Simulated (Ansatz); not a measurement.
# CH₉AlBNSi: a ladder of functionals and wavefunction methods

An exercise on one series of results from a longer session: the logs are not shown, and one member is left open.

The runs use Ansatz 0.2.0, Gaussian basis; functionals in def2-TZVPP, the program's frozen cores in correlated methods.

Plan: PBE-D4, r2SCAN-D4, PBE0-D4, B3LYP-D4, ωB97X-V, ωB97M-V, B2PLYP; CCSD(T)/def2-TZVPP; MP2/def2-QZVPP; extrapolation to the limit.

## The relaxed structure

All runs share one geometry, relaxed beforehand with PBE0-D4 in a triple-zeta def2 set.

SMILES `[BH2][AlH][N](C)[SiH3]`, 14 atoms, charge 0, spin multiplicity 1.

Atoms are counted from 1 here; the program's logs count them from 0.

Bond lengths: B1–Al2 2.127 Å, B1–H6 1.200 Å, B1–H7 1.200 Å, Al2–N3 1.791 Å, Al2–H8 1.589 Å, N3–C4 1.461 Å, N3–Si5 1.728 Å, C4–H9 1.097 Å, C4–H10 1.097 Å, C4–H11 1.096 Å, Si5–H12 1.492 Å, Si5–H13 1.484 Å, Si5–H14 1.492 Å. Angles: Al2–B1–H6 123.0°, Al2–B1–H7 122.8°, H6–B1–H7 114.1°, B1–Al2–N3 118.0°, B1–Al2–H8 125.0°, N3–Al2–H8 117.0°, Al2–N3–C4 120.3°, Al2–N3–Si5 124.6°, C4–N3–Si5 115.1°, N3–C4–H9 111.9°, N3–C4–H10 111.9°, N3–C4–H11 111.2°, H9–C4–H10 107.5°, H9–C4–H11 107.0°, H10–C4–H11 107.0°, N3–Si5–H12 111.1°, N3–Si5–H13 108.7°, N3–Si5–H14 111.1° and more.

Set-up of the first run:

Contents of in.yaml:

```yaml
crystal:
  periodic: [false, false, false]
  atoms:
    - {symbol: B, position_ang: [-2.115129, 1.788877, -0.823110]}
    - {symbol: Al, position_ang: [-1.082902, 0.718339, 0.697978]}
    - {symbol: N, position_ang: [0.316760, -0.288913, 0.213720]}
    - {symbol: C, position_ang: [0.719176, -0.365829, -1.188250]}
    - {symbol: Si, position_ang: [1.280809, -1.218923, 1.305147]}
    - {symbol: H, position_ang: [-3.050352, 1.334383, -1.422583]}
    - {symbol: H, position_ang: [-1.823012, 2.907888, -1.144265]}
    - {symbol: H, position_ang: [-1.454813, 0.741890, 2.243047]}
    - {symbol: H, position_ang: [1.743574, -0.004967, -1.340785]}
    - {symbol: H, position_ang: [0.670032, -1.391849, -1.572668]}
    - {symbol: H, position_ang: [0.066677, 0.244941, -1.821881]}
    - {symbol: H, position_ang: [2.710005, -0.791890, 1.255523]}
    - {symbol: H, position_ang: [0.753533, -1.035661, 2.680180]}
    - {symbol: H, position_ang: [1.252739, -2.667386, 0.946744]}
basis:
  gaussian: {orbitals: def2-TZVPP}
hamiltonian: {xc: pbe, dispersion: d4}
output: {forces: true, orbitals: {seedname: orbitals}}
```

On the command line:

```sh
$ ansatz run in.yaml --threads 4 --pin off --events-out ev --progress --plain --max-ram 10444MiB
```

Among the steps run: PBE-D4 (GGA); r2SCAN-D4 (meta-GGA); PBE0-D4 (hybrid); B3LYP-D4 (hybrid); ωB97X-V (range-separated); ωB97M-V (range-separated); B2PLYP (double hybrid); CCSD(T) in def2-TZVPP; MP2 in def2-QZVPP.

One table of the session follows, with a row left open; its other results are not shown here.

```
            method  atomisation energy (kJ/mol)
            PBE-D4                       4572.1
         r2SCAN-D4                       4561.5
           PBE0-D4                       4537.5
          B3LYP-D4                       4578.1
           ωB97X-V                       4593.4
           ωB97M-V                       4578.2
            B2PLYP                       4514.1
     HF/def2-TZVPP                       3424.8
    MP2/def2-TZVPP                       4462.3
   CCSD/def2-TZVPP                       4398.0
CCSD(T)/def2-TZVPP                       4446.6
           MP2/CBS                            ?
       CCSD(T)/CBS                       4559.5
```

Q: Estimate the row for MP2/CBS from the others.

As computed: atomisation energy (kJ/mol): 4575.2. In the column «atomisation energy (kJ/mol)» it lies between PBE-D4 (4572.1) and B3LYP-D4 (4578.1).

Limits of these values: Free atoms (1 B, 1 Al, 1 N, 1 C, 1 Si, 9 H) were run apart at each level; the atomisation energy is their sum less the molecule, without zero-point or spin-orbit terms.
